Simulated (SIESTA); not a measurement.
The system is DyAgB4F16.

```
Dy Ag B F
1.0
     5.40539   -0.12478   -0.02960
     0.15132    6.87214    0.16225
     0.52959    1.25889    9.42097
Dy Ag B F
1 1 4 16
Cartesian
  3.0611 0.7190 4.4394
  0.6849 7.8562 9.4531
  5.5055 1.7583 3.0167
  3.4402 2.4965 7.5507
  2.8009 5.8142 2.2359
  5.8404 5.7874 6.3339
  1.3107 2.1302 3.7836
  5.1476 0.3764 3.2725
  0.2230 2.1515 1.7310
  4.4203 2.4658 3.6485
  3.0675 3.7853 7.7326
  4.8237 2.2806 7.6538
  2.7566 1.5749 8.3611
  3.0844 2.1159 6.1158
  1.5849 5.3733 1.7772
  2.6507 0.4118 2.1505
  2.9742 5.4852 3.6520
  3.8727 5.3689 1.5018
  0.4297 4.7073 5.7646
  1.5209 6.7547 5.7822
  0.5588 5.9421 7.7249
  4.6014 6.5330 5.9712
```

The cell was built by a generator and needn't be a form met in nature.

Base run:

```yaml
Program: SIESTA 5.4.2
Functional: RPBE
Potentials_or_basis: PseudoDojo 0.4 standard with PseudoDojo 3+ lanthanides (4f in the core) (PBE files)
Basis: DZP (energy shift 0.003 Ry; two zetas on semicore shells)
Grid_cutoff: 800 Ry
Energy_shift: 0.003 Ry
k_mesh: 5 × 4 × 3
Occupations: fermi-dirac, width 0.05 eV
Spin: collinear spin, ferromagnetic start
Starting_moments: "[5.0, 0.0, 0.0, 0.0, 0.0, 0.0, 0.0, 0.0, 0.0, 0.0, 0.0, 0.0, 0.0, 0.0, 0.0, 0.0, 0.0, 0.0, 0.0, 0.0, 0.0, 0.0] μB"
```

Its results: band gap on the k mesh 4.46 eV, indirect (least direct gap 4.48 eV); pressure 2.4 GPa; net moment 0.00 μB per cell; largest force 0.738 eV/Å.

Problem. After a change of settings the same cell gave: band gap on the k mesh 4.24 eV, indirect (least direct gap 4.26 eV); pressure 2.5 GPa; net moment 0.00 μB per cell; largest force 0.928 eV/Å. Which change was it?
A. functional from RPBE to AM05; potentials or basis from PseudoDojo 0.4 standard with PseudoDojo 3+ lanthanides (4f in the core) (PBE files) to PseudoDojo 0.4 standard with PseudoDojo 3+ lanthanides (4f in the core) (PBEsol and PBE files)
B. functional from RPBE to LDA; potentials or basis from PseudoDojo 0.4 standard with PseudoDojo 3+ lanthanides (4f in the core) (PBE files) to PseudoDojo 0.4 standard with PseudoDojo 3+ lanthanides (4f in the core) (PBE and LDA files)
C. functional from RPBE to PBEsol; potentials or basis from PseudoDojo 0.4 standard with PseudoDojo 3+ lanthanides (4f in the core) (PBE files) to PseudoDojo 0.4 standard with PseudoDojo 3+ lanthanides (4f in the core) (PBE and PBEsol files)
D. functional from RPBE to BLYP

Solution. D.

Caveats: the magnetic or orbital state may not be the lowest; short orbitals over semicore shells can move pressures by several GPa; the potentials were made for another functional, which shifts forces and pressure; spin-orbit coupling is left out, which moves the levels of the heavy elements; the 4f electrons are frozen in the core as for a trivalent ion, so they carry no moment and show no levels; the basis of atomic orbitals isn't converged, which shifts pressures, moduli and gaps.

Runs at the PBE level aren't shown here.
